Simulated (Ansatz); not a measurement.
TaWC2:

```
W Ta C
1.0
     1.57186    0.90751    5.10162
    -1.57186    0.90751    5.10162
     0.00000   -1.81502    5.10162
W Ta C
1 1 2
Direct
  0.00000 0.00000 0.00000
  0.50000 0.50000 0.50000
  0.25093 0.25093 0.25093
  0.74907 0.74907 0.74907
```

The cell comes from a database or a generator and needn't be the stable form of this composition.

| Property | Result |
| --- | --- |
| Program | Ansatz 0.2.0 |
| Task | single point |
| Functional | PBEsol |
| Potentials or basis | Ansatz PAW |
| Cutoff | 420 eV (not typed: the program's choice for these potentials) |
| k mesh | 10 × 10 × 10 |
| Occupations | fermi-dirac, width 0.05 eV |
| Spin | no spin polarisation |

On this cell: pressure -10.8 GPa; largest force 0.081 eV/Å; band gap on the k mesh none (metal or under the smearing width).

The same run follows on a disturbed copy (atoms moved at random, drawn with an rms of 0.05 Å):

```
W Ta C
1.0
     1.57186    0.90751    5.10162
    -1.57186    0.90751    5.10162
     0.00000   -1.81502    5.10162
W Ta C
1 1 2
Cartesian
  0.0148 -0.0411 -0.0006
  0.0455 0.0298 7.6277
  0.0198 0.0033 3.8309
  -0.0271 -0.0257 11.4327
```

What changes?

The energy (extrapolated to zero smearing) moves by +6.7 meV/atom; pressure -10.3 GPa; largest force 0.760 eV/Å; band gap on the k mesh none (metal or under the smearing width).

Forces in eV/Å, atoms in the order of the input:
```
W   -0.290 -0.020 -0.133
Ta  -0.332 -0.124  0.056
C   -0.059 -0.153 -0.085
C    0.681  0.297  0.161
```

Stress tensor (GPa, compression positive):
```
-10.46   0.21   0.14
  0.21 -10.34  -0.15
  0.14  -0.15 -10.00
```

Caveats: the PAW data sets come from PBE, with cores solved anew for the run's functional, which leaves a small shift of forces and pressure.
